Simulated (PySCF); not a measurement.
**A gas-phase reaction: ClHOZn + H2O → H2O2Zn + ClH**

Aim: the reaction energy of `[OH][Zn][Cl]` + `O` → `[OH][Zn][OH]` + `Cl`.

Computed with PySCF 2.14.0; each step states its level. No surroundings beyond the atoms listed, unless a continuum is named. Atoms count from 0, parts from 1.

### Step 1. Starting point

Each species was relaxed by itself at PBE0-D3(BJ)/def2-SVPD.

### Step 2. Energies of the species: wB97M-D3(BJ)/def2-TZVPD

What the job is given:

```
{"job": {"kind": "react", "xc": "wB97M-D3(BJ)", "basis": "def2-TZVPD"}, "charge": 0, "multiplicity": 1}
-1 ClHOZn charge 0 multiplicity 1
O     -0.330380     0.759450     1.020420
Zn     0.280400    -0.356490    -0.217560
Cl     1.111390    -1.737240    -1.582060
H     -1.061420     1.334280     0.779200

-1 H2O charge 0 multiplicity 1
O      0.001200     0.389390    -0.002330
H      0.762300    -0.197030     0.000830
H     -0.763490    -0.192320     0.001550

+1 H2O2Zn charge 0 multiplicity 1
O     -0.244330    -0.541880    -1.702120
Zn    -0.199430    -0.076380     0.009530
O     -0.405660     0.288010     1.734050
H      0.515180    -0.339680    -2.252910
H      0.334240     0.669940     2.211460

+1 ClH charge 0 multiplicity 1
Cl     0.644710    -0.006130    -0.000640
H     -0.643480     0.002900     0.001740
```

With the program's defaults for keys left out, this is: wB97M-D3(BJ)/def2-TZVPD reaction energy of separated species, gas phase.

On the command line:

```bash
$ OMP_NUM_THREADS=1 python cluster_run.py task.json out
```

This one command runs all jobs of the session in turn.

The program printed:

```text
species 1 (ClHOZn)
coarse grid: 21408 points
cycle   1  E = -2315.4667978635  dE = -1.758e-01  |g| = 1.108e+00  |ddm| = 1.722e+00
cycle   2  E = -2315.3048190044  dE =  1.620e-01  |g| = 1.786e+00  |ddm| = 1.600e+00
cycle   3  E = -2315.6368652325  dE = -3.320e-01  |g| = 8.202e-02  |ddm| = 8.515e-01
cycle   4  E = -2315.6383024123  dE = -1.437e-03  |g| = 3.595e-02  |ddm| = 1.055e-01
cycle   5  E = -2315.6385148826  dE = -2.125e-04  |g| = 1.328e-02  |ddm| = 2.872e-02
cycle   6  E = -2315.6385535682  dE = -3.869e-05  |g| = 6.983e-03  |ddm| = 1.372e-02
cycle   7  E = -2315.6385650326  dE = -1.146e-05  |g| = 1.074e-03  |ddm| = 8.249e-03
cycle   8  E = -2315.6385660938  dE = -1.061e-06  |g| = 4.541e-04  |ddm| = 3.460e-03
final grid: 41368 points
cycle   9  E = -2315.6384321773  dE = -1.223e-07  |g| = 3.940e-04  |ddm| = 1.327e-03
cycle  10  E = -2315.6384321742  dE =  3.031e-09  |g| = 6.243e-04  |ddm| = 3.818e-04
cycle  11  E = -2315.6384322013  dE = -2.702e-08  |g| = 4.518e-05  |ddm| = 1.760e-04
cycle  12  E = -2315.6384322026  dE = -1.298e-09  |g| = 4.051e-05  |ddm| = 8.779e-05
cycle  13  E = -2315.6384322031  dE = -4.857e-10  |g| = 1.165e-05  |ddm| = 6.679e-05
converged SCF energy = -2315.6384322031

species 2 (H2O)
coarse grid: 10128 points
cycle   1  E = -76.4117499854  dE = -7.453e-02  |g| = 5.872e-01  |ddm| = 8.994e-01
cycle   2  E = -76.4087431148  dE =  3.007e-03  |g| = 6.461e-01  |ddm| = 5.038e-01
cycle   3  E = -76.4759334164  dE = -6.719e-02  |g| = 2.731e-02  |ddm| = 2.374e-01
cycle   4  E = -76.4760586187  dE = -1.252e-04  |g| = 5.497e-03  |ddm| = 1.609e-02
cycle   5  E = -76.4760672955  dE = -8.677e-06  |g| = 8.214e-04  |ddm| = 5.831e-03
final grid: 21952 points
cycle   6  E = -76.4760629987  dE = -1.975e-07  |g| = 5.842e-04  |ddm| = 1.373e-03
cycle   7  E = -76.4760630056  dE = -6.841e-09  |g| = 6.465e-04  |ddm| = 6.469e-04
cycle   8  E = -76.4760630692  dE = -6.362e-08  |g| = 3.198e-05  |ddm| = 2.235e-04
cycle   9  E = -76.4760630700  dE = -8.224e-10  |g| = 4.134e-06  |ddm| = 1.105e-04
converged SCF energy = -76.4760630700

species 3 (H2O2Zn)
coarse grid: 22744 points
cycle   1  E = -1930.9719454866  dE = -1.724e-01  |g| = 1.280e+00  |ddm| = 1.964e+00
cycle   2  E = -1930.7593557145  dE =  2.126e-01  |g| = 1.992e+00  |ddm| = 2.045e+00
cycle   3  E = -1931.2083457580  dE = -4.490e-01  |g| = 1.166e-01  |ddm| = 1.038e+00
cycle   4  E = -1931.2096871102  dE = -1.341e-03  |g| = 7.234e-02  |ddm| = 7.519e-02
cycle   5  E = -1931.2102590222  dE = -5.719e-04  |g| = 1.086e-02  |ddm| = 3.994e-02
cycle   6  E = -1931.2103093887  dE = -5.037e-05  |g| = 2.326e-03  |ddm| = 1.996e-02
cycle   7  E = -1931.2103140447  dE = -4.656e-06  |g| = 1.043e-03  |ddm| = 7.025e-03
final grid: 46200 points
cycle   8  E = -1931.2102135830  dE = -3.214e-07  |g| = 1.049e-03  |ddm| = 2.101e-03
cycle   9  E = -1931.2102135353  dE =  4.774e-08  |g| = 1.746e-03  |ddm| = 9.147e-04
cycle  10  E = -1931.2102137311  dE = -1.959e-07  |g| = 1.172e-04  |ddm| = 4.666e-04
cycle  11  E = -1931.2102137388  dE = -7.714e-09  |g| = 1.037e-04  |ddm| = 2.157e-04
cycle  12  E = -1931.2102137422  dE = -3.324e-09  |g| = 1.098e-05  |ddm| = 2.203e-04
cycle  13  E = -1931.2102137422  dE = -3.774e-11  |g| = 1.136e-06  |ddm| = 1.376e-05
converged SCF energy = -1931.2102137422

species 4 (ClH)
coarse grid: 8792 points
cycle   1  E = -460.8503329345  dE = -8.165e-02  |g| = 2.169e-01  |ddm| = 7.239e-01
cycle   2  E = -460.8625125794  dE = -1.218e-02  |g| = 1.397e-01  |ddm| = 2.651e-01
cycle   3  E = -460.8670520691  dE = -4.539e-03  |g| = 1.358e-02  |ddm| = 9.818e-02
cycle   4  E = -460.8670931523  dE = -4.108e-05  |g| = 3.364e-03  |ddm| = 9.545e-03
cycle   5  E = -460.8670994008  dE = -6.248e-06  |g| = 8.516e-04  |ddm| = 3.915e-03
final grid: 17120 points
cycle   6  E = -460.8670681553  dE = -3.716e-07  |g| = 3.676e-04  |ddm| = 8.893e-04
cycle   7  E = -460.8670682016  dE = -4.628e-08  |g| = 1.618e-04  |ddm| = 3.981e-04
cycle   8  E = -460.8670682082  dE = -6.574e-09  |g| = 4.221e-05  |ddm| = 1.295e-04
cycle   9  E = -460.8670682095  dE = -1.314e-09  |g| = 3.977e-06  |ddm| = 6.532e-05
cycle  10  E = -460.8670682095  dE = -5.798e-12  |g| = 8.167e-07  |ddm| = 3.314e-06
converged SCF energy = -460.8670682095

Reaction energy = 23.361 kcal/mol
```

Wall time 16 s (1 thread of Arm Neoverse V2, shared host); peak memory 0.54 GiB.

Species by species (with the dispersion term, which the log's SCF energies lack):

| ν | species | energy (Eh) | HOMO (eV) |
| --- | --- | --- | --- |
| -1 | [OH][Zn][Cl] | -2315.64085 | -11.17 |
| -1 | O | -76.47682 | -11.72 |
| +1 | [OH][Zn][OH] | -1931.21283 | -10.75 |
| +1 | Cl | -460.86761 | -11.93 |

### Step 3. Reaction energy: PBE0-D3(BJ)/def2-TZVPD

Settings changed since step 2:

```diff
@@ -1,2 +1,2 @@
-{"job": {"kind": "react", "xc": "wB97M-D3(BJ)", "basis": "def2-TZVPD"}, "charge": 0, "multiplicity": 1}
+{"job": {"kind": "react", "xc": "PBE0", "basis": "def2-TZVPD", "disp": "d3bj"}, "charge": 0, "multiplicity": 1}
 -1 ClHOZn charge 0 multiplicity 1
```

Level: PBE0-D3(BJ)/def2-TZVPD reaction energy of separated species, gas phase.

The program printed:

```text
species 1 (ClHOZn)
coarse grid: 21408 points
cycle   1  E = -2314.8468827242  dE = -9.297e-02  |g| = 1.259e+00  |ddm| = 1.800e+00
cycle   2  E = -2313.9086137136  dE =  9.383e-01  |g| = 2.810e+00  |ddm| = 2.752e+00
cycle   3  E = -2315.0476622686  dE = -1.139e+00  |g| = 2.941e-01  |ddm| = 2.092e+00
cycle   4  E = -2315.0580363761  dE = -1.037e-02  |g| = 2.057e-01  |ddm| = 3.013e-01
cycle   5  E = -2315.0636336976  dE = -5.597e-03  |g| = 2.955e-02  |ddm| = 8.863e-02
cycle   6  E = -2315.0638085806  dE = -1.749e-04  |g| = 1.081e-02  |ddm| = 3.095e-02
cycle   7  E = -2315.0638269284  dE = -1.835e-05  |g| = 1.890e-03  |ddm| = 8.029e-03
cycle   8  E = -2315.0638275905  dE = -6.621e-07  |g| = 4.036e-04  |ddm| = 1.663e-03
final grid: 41368 points
cycle   9  E = -2315.0638026330  dE = -6.430e-08  |g| = 4.665e-04  |ddm| = 1.152e-03
cycle  10  E = -2315.0638026015  dE =  3.145e-08  |g| = 6.641e-04  |ddm| = 9.239e-04
cycle  11  E = -2315.0638026859  dE = -8.438e-08  |g| = 1.692e-04  |ddm| = 5.025e-04
cycle  12  E = -2315.0638026884  dE = -2.504e-09  |g| = 1.325e-05  |ddm| = 5.670e-05
cycle  13  E = -2315.0638026884  dE = -3.001e-11  |g| = 4.632e-06  |ddm| = 1.252e-05
converged SCF energy = -2315.0638026884

species 2 (H2O)
coarse grid: 2328 points
cycle   1  E = -76.3044307513  dE = -5.297e-03  |g| = 6.571e-01  |ddm| = 9.011e-01
cycle   2  E = -76.1882125850  dE =  1.162e-01  |g| = 1.036e+00  |ddm| = 7.256e-01
cycle   3  E = -76.3820302311  dE = -1.938e-01  |g| = 3.132e-02  |ddm| = 4.396e-01
cycle   4  E = -76.3822125329  dE = -1.823e-04  |g| = 5.864e-03  |ddm| = 1.606e-02
cycle   5  E = -76.3822176718  dE = -5.139e-06  |g| = 7.850e-04  |ddm| = 2.507e-03
final grid: 21952 points
cycle   6  E = -76.3808944247  dE = -1.510e-05  |g| = 3.449e-03  |ddm| = 9.314e-03
cycle   7  E = -76.3808924572  dE =  1.967e-06  |g| = 4.754e-03  |ddm| = 3.322e-03
cycle   8  E = -76.3808961766  dE = -3.719e-06  |g| = 2.517e-04  |ddm| = 1.965e-03
cycle   9  E = -76.3808961872  dE = -1.061e-08  |g| = 2.399e-05  |ddm| = 1.101e-04
cycle  10  E = -76.3808961873  dE = -1.123e-10  |g| = 3.293e-06  |ddm| = 1.516e-05
converged SCF energy = -76.3808961873

species 3 (H2O2Zn)
coarse grid: 22744 points
cycle   1  E = -1930.4324178939  dE = -3.817e-02  |g| = 1.458e+00  |ddm| = 2.080e+00
cycle   2  E = -1929.2878945337  dE =  1.145e+00  |g| = 3.090e+00  |ddm| = 3.091e+00
cycle   3  E = -1930.7384255852  dE = -1.451e+00  |g| = 1.053e-01  |ddm| = 2.203e+00
cycle   4  E = -1930.7377969636  dE =  6.286e-04  |g| = 1.570e-01  |ddm| = 1.423e-01
cycle   5  E = -1930.7405337728  dE = -2.737e-03  |g| = 1.015e-02  |ddm| = 6.194e-02
cycle   6  E = -1930.7405493530  dE = -1.558e-05  |g| = 4.857e-03  |ddm| = 1.238e-02
cycle   7  E = -1930.7405521654  dE = -2.812e-06  |g| = 3.639e-04  |ddm| = 2.891e-03
final grid: 46200 points
cycle   8  E = -1930.7405330797  dE = -3.102e-08  |g| = 3.668e-04  |ddm| = 7.684e-04
cycle   9  E = -1930.7405330562  dE =  2.344e-08  |g| = 5.839e-04  |ddm| = 5.300e-04
cycle  10  E = -1930.7405330955  dE = -3.927e-08  |g| = 5.736e-05  |ddm| = 2.763e-04
cycle  11  E = -1930.7405330960  dE = -4.943e-10  |g| = 1.359e-05  |ddm| = 4.612e-05
converged SCF energy = -1930.7405330960

species 4 (ClH)
coarse grid: 2248 points
cycle   1  E = -460.6537838183  dE = -4.644e-02  |g| = 1.882e-01  |ddm| = 7.411e-01
cycle   2  E = -460.6558525129  dE = -2.069e-03  |g| = 1.902e-01  |ddm| = 3.151e-01
cycle   3  E = -460.6653815437  dE = -9.529e-03  |g| = 1.506e-02  |ddm| = 1.513e-01
cycle   4  E = -460.6654036010  dE = -2.206e-05  |g| = 2.693e-03  |ddm| = 7.323e-03
cycle   5  E = -460.6654051488  dE = -1.548e-06  |g| = 1.111e-03  |ddm| = 2.553e-03
final grid: 17120 points
cycle   6  E = -460.6658902712  dE = -4.429e-06  |g| = 2.164e-03  |ddm| = 7.339e-03
cycle   7  E = -460.6658903008  dE = -2.954e-08  |g| = 1.795e-03  |ddm| = 2.512e-03
cycle   8  E = -460.6658909184  dE = -6.176e-07  |g| = 1.533e-04  |ddm| = 1.363e-03
cycle   9  E = -460.6658909253  dE = -6.902e-09  |g| = 2.148e-05  |ddm| = 1.086e-04
cycle  10  E = -460.6658909254  dE = -1.022e-10  |g| = 4.933e-06  |ddm| = 1.682e-05
converged SCF energy = -460.6658909254

Reaction energy = 24.179 kcal/mol
```

It took 7.7 s on 1 thread of Arm Neoverse V2, shared host; peak memory 0.52 GiB.

Reaction energy at this level: 24.18 kcal/mol.

### Step 4. Energies of the species: MP2/def2-TZVPD

Settings changed since step 3:

```diff
@@ -1,2 +1,2 @@
-{"job": {"kind": "react", "xc": "PBE0", "basis": "def2-TZVPD", "disp": "d3bj"}, "charge": 0, "multiplicity": 1}
+{"job": {"kind": "react", "xc": "MP2", "basis": "def2-TZVPD"}, "charge": 0, "multiplicity": 1}
 -1 ClHOZn charge 0 multiplicity 1
```

Level: MP2/def2-TZVPD reaction energy of separated species, gas phase.

The program printed:

```text
species 1 (ClHOZn)
final grid: 41368 points
cycle   1  E = -2312.7842315277  dE = -2.944e-01  |g| = 6.809e-01  |ddm| = 1.690e+00
cycle   2  E = -2312.8263097586  dE = -4.208e-02  |g| = 6.288e-01  |ddm| = 7.179e-01
cycle   3  E = -2312.8717921604  dE = -4.548e-02  |g| = 6.908e-02  |ddm| = 2.651e-01
cycle   4  E = -2312.8725690162  dE = -7.769e-04  |g| = 3.309e-02  |ddm| = 6.351e-02
cycle   5  E = -2312.8727759392  dE = -2.069e-04  |g| = 8.952e-03  |ddm| = 3.333e-02
cycle   6  E = -2312.8728033037  dE = -2.736e-05  |g| = 2.704e-03  |ddm| = 1.179e-02
cycle   7  E = -2312.8728076541  dE = -4.350e-06  |g| = 8.220e-04  |ddm| = 5.187e-03
cycle   8  E = -2312.8728081920  dE = -5.379e-07  |g| = 2.294e-04  |ddm| = 1.780e-03
cycle   9  E = -2312.8728082285  dE = -3.653e-08  |g| = 5.930e-05  |ddm| = 4.094e-04
cycle  10  E = -2312.8728082316  dE = -3.122e-09  |g| = 1.945e-05  |ddm| = 1.370e-04
cycle  11  E = -2312.8728082319  dE = -2.783e-10  |g| = 7.121e-06  |ddm| = 4.494e-05
converged SCF energy = -2312.8728082319

species 2 (H2O)
final grid: 21952 points
cycle   1  E = -76.0248950510  dE = -1.467e-01  |g| = 4.364e-01  |ddm| = 8.776e-01
cycle   2  E = -76.0503810614  dE = -2.549e-02  |g| = 2.594e-01  |ddm| = 2.972e-01
cycle   3  E = -76.0608899693  dE = -1.051e-02  |g| = 2.594e-02  |ddm| = 1.025e-01
cycle   4  E = -76.0610473263  dE = -1.574e-04  |g| = 5.694e-03  |ddm| = 1.523e-02
cycle   5  E = -76.0610616934  dE = -1.437e-05  |g| = 1.176e-03  |ddm| = 5.302e-03
cycle   6  E = -76.0610625831  dE = -8.897e-07  |g| = 2.235e-04  |ddm| = 1.658e-03
cycle   7  E = -76.0610626198  dE = -3.670e-08  |g| = 3.304e-05  |ddm| = 3.733e-04
cycle   8  E = -76.0610626205  dE = -6.658e-10  |g| = 4.159e-06  |ddm| = 3.886e-05
converged SCF energy = -76.0610626205

species 3 (H2O2Zn)
final grid: 46200 points
cycle   1  E = -1928.6682522882  dE = -3.591e-01  |g| = 8.204e-01  |ddm| = 1.933e+00
cycle   2  E = -1928.7242937155  dE = -5.604e-02  |g| = 7.117e-01  |ddm| = 1.010e+00
cycle   3  E = -1928.7891736860  dE = -6.488e-02  |g| = 8.295e-02  |ddm| = 3.188e-01
cycle   4  E = -1928.7900007882  dE = -8.271e-04  |g| = 4.234e-02  |ddm| = 6.454e-02
cycle   5  E = -1928.7902815218  dE = -2.807e-04  |g| = 8.301e-03  |ddm| = 3.889e-02
cycle   6  E = -1928.7903149626  dE = -3.344e-05  |g| = 2.364e-03  |ddm| = 1.513e-02
cycle   7  E = -1928.7903196283  dE = -4.666e-06  |g| = 6.392e-04  |ddm| = 5.967e-03
cycle   8  E = -1928.7903199218  dE = -2.935e-07  |g| = 1.433e-04  |ddm| = 1.202e-03
cycle   9  E = -1928.7903199364  dE = -1.463e-08  |g| = 4.192e-05  |ddm| = 2.746e-04
cycle  10  E = -1928.7903199377  dE = -1.327e-09  |g| = 1.130e-05  |ddm| = 1.256e-04
cycle  11  E = -1928.7903199378  dE = -7.867e-11  |g| = 5.377e-06  |ddm| = 3.852e-05
converged SCF energy = -1928.7903199378

species 4 (ClH)
final grid: 17120 points
cycle   1  E = -460.0817347665  dE = -1.009e-01  |g| = 2.132e-01  |ddm| = 7.101e-01
cycle   2  E = -460.0969049448  dE = -1.517e-02  |g| = 8.401e-02  |ddm| = 2.053e-01
cycle   3  E = -460.0986383403  dE = -1.733e-03  |g| = 1.826e-02  |ddm| = 5.472e-02
cycle   4  E = -460.0988469081  dE = -2.086e-04  |g| = 6.315e-03  |ddm| = 1.638e-02
cycle   5  E = -460.0988769083  dE = -3.000e-05  |g| = 1.289e-03  |ddm| = 7.398e-03
cycle   6  E = -460.0988781244  dE = -1.216e-06  |g| = 2.808e-04  |ddm| = 1.659e-03
cycle   7  E = -460.0988781776  dE = -5.326e-08  |g| = 4.150e-05  |ddm| = 4.895e-04
cycle   8  E = -460.0988781784  dE = -7.324e-10  |g| = 7.806e-06  |ddm| = 6.177e-05
converged SCF energy = -460.0988781784

Reaction energy = 21.526 kcal/mol
```

It took 3.8 s on 1 thread of Arm Neoverse V2, shared host; peak memory 0.41 GiB.

Reaction energy at this level: 21.53 kcal/mol.

### Step 5. Side by side

Energies in kcal/mol, with wall time:

| run | reaction | time |
| --- | --- | --- |
| wB97M-D3(BJ)/def2-TZVPD | 23.36 | 16 s |
| PBE0-D3(BJ)/def2-TZVPD | 24.18 | 7.7 s |
| MP2/def2-TZVPD | 21.53 | 3.8 s |

### Step 6. Results

| quantity | value |
| --- | --- |
| reaction energy (wB97M-D3(BJ)/def2-TZVPD) | 23.36 kcal/mol |
| ΔH, ΔG at 298 K (xTB thermal terms) | +21.1, +21.7 kcal/mol |
| range of the reaction energy over the runs of this table | 21.53 to 24.18 kcal/mol |

The reaction is endothermic by 21.1 kcal/mol in the gas phase; dispersion gives +0.01, and xTB itself gave 19.54 for the electronic energy (xTB energies and thermal terms come from the earlier relaxation of each species, not shown). No barrier was sought. The reaction energy runs from 21.53 (MP2/def2-TZVPD) to 24.18 kcal/mol (PBE0-D3(BJ)/def2-TZVPD).
